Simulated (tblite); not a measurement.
# CH7BOSi2: the cost of one run

Computed with tblite 0.8.0 and PySCF 2.14.0; each step states its level. No surroundings beyond the atoms listed, unless a continuum is named. Atoms count from 0, parts from 1.

### Step 1. Starting point

12 atoms, charge 0, multiplicity 1; geometry: distance geometry start.

### Step 2. Relaxing the cluster with GFN2-xTB

The job: settings as JSON, then the geometry in Å.

```
{"job": {"kind": "relax", "xc": "GFN2-xTB", "basis": "xTB"}, "charge": 0, "multiplicity": 1}
Si    -1.047947    -0.844633    -0.027437
O     -0.656108    -1.522550     1.576725
C     -0.365210    -0.752245     2.708591
B     -1.212136    -0.321717    -1.867270
Si    -1.251242     1.599190    -2.190689
H     -1.241353    -0.522002     3.190903
H      0.126426     0.130668     2.403589
H      0.278828    -1.297595     3.340939
H     -0.631521    -0.951130    -2.629399
H     -1.013641     1.862871    -3.578768
H     -2.496367     2.152773    -1.799472
H     -0.224619     2.220756    -1.441982
```

Level: GFN2-xTB geometry optimisation, gas phase.

The run is started by

```sh
$ OMP_NUM_THREADS=1 python cluster_run.py task.json out
```

This one command runs all jobs of the session in turn.

Q: Estimate the wall time of this first job on 1 thread of Arm Neoverse V2, shared host.

About 2 s.
